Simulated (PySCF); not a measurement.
# How the numerical set-up moves the result for AlSe

Which parts of the numerical set-up matter for AlSe? Each run edits the base script.

Program: PySCF 2.14.0. Level of theory: method and basis as typed in the scripts. These are calculated values, not measurements.

1 further run of the same task is left out (it didn't finish).

### Step 1. The starting structure

AlSe: 2 atoms, charge 0, spin multiplicity 2.

Bond lengths: Al1–Se2 2.310 Å.

### Step 2. The run that the others are compared with

input.py

```python
from pyscf import gto, scf, mp

mol = gto.M(
    atom='Al 0 0 0; Se 0 0 2.31',
    basis='cc-pvdz-dk',
    charge=0,
    spin=1,
    symmetry=True,
    verbose=4,
)
mf = scf.UHF(mol)
mf = mf.sfx2c1e()
mf.kernel()
mp.MP2(mf, frozen=14).kernel()
mf.dip_moment()
print('orbital energies (hartree):', [e[max(0, n-3):n+3].round(4) for e, n in zip(mf.mo_energy, mol.nelec)])
```

Run with:

```console
python input.py
```

The log of this run is left out.

Base result: E(SCF) = -2670.354289 Eh, 15 cycles, E(MP2) − E(SCF) = -0.16327 Eh, ⟨S²⟩ = 0.799, μ = 4.33 D (of the SCF density).

The bond length is a typed value, not an optimised one.

### Step 3. Lanl2dz (core potential on, X2C off)

Variant 1 changes basis set: cc-pvdz-dk → lanl2dz; core potential: off → on; spin-free X2C: on → off; frozen orbitals: 14 → none. The core potential changes with it: totals don't compare.

input.py

```python
from pyscf import gto, scf, mp

mol = gto.M(
    atom='Al 0 0 0; Se 0 0 2.31',
    basis='lanl2dz',
    ecp={'Al': 'lanl2dz', 'Se': 'lanl2dz'},
    charge=0,
    spin=1,
    symmetry=True,
    verbose=4,
)
mf = scf.UHF(mol)
mf.kernel()
mp.MP2(mf).kernel()
mf.dip_moment()
print('orbital energies (hartree):', [e[max(0, n-3):n+3].round(4) for e, n in zip(mf.mo_energy, mol.nelec)])
```

Run with:

```console
python input.py
```

### Step 4. Sto-3g (X2C off)

Variant 2 changes basis set: cc-pvdz-dk → sto-3g; spin-free X2C: on → off.

Edit input.py of step 2 so:

```diff
@@ -4,3 +4,3 @@
     atom='Al 0 0 0; Se 0 0 2.31',
-    basis='cc-pvdz-dk',
+    basis='sto-3g',
     charge=0,
@@ -11,3 +11,2 @@
 mf = scf.UHF(mol)
-mf = mf.sfx2c1e()
 mf.kernel()
```

What does the calculation give? Wanted: for each run, E(SCF); from base; gap, α spin; SCF dipole; after the SCF.

**Answer**, as computed:

```csv
run,E(SCF) (hartree),from base (eV),cycles,"gap, α spin (eV)",SCF dipole (D),functions,after the SCF
base,-2670.354289,0,15,9.59,4.33,45,"MP2 correlation -4.443 eV, core frozen"
"lanl2dz (core potential on, X2C off)",-10.931783,not comparable,13,9.35,4.93,16,MP2 correlation -1.589 eV
sto-3g (X2C off),-2612.538709,not comparable,12,12.73,6.07,27,"MP2 correlation -0.876 eV, core frozen"
```

**Reading.** Total energies from different bases, Hamiltonians or methods carry different errors, so properties are taken as differences within one set-up.
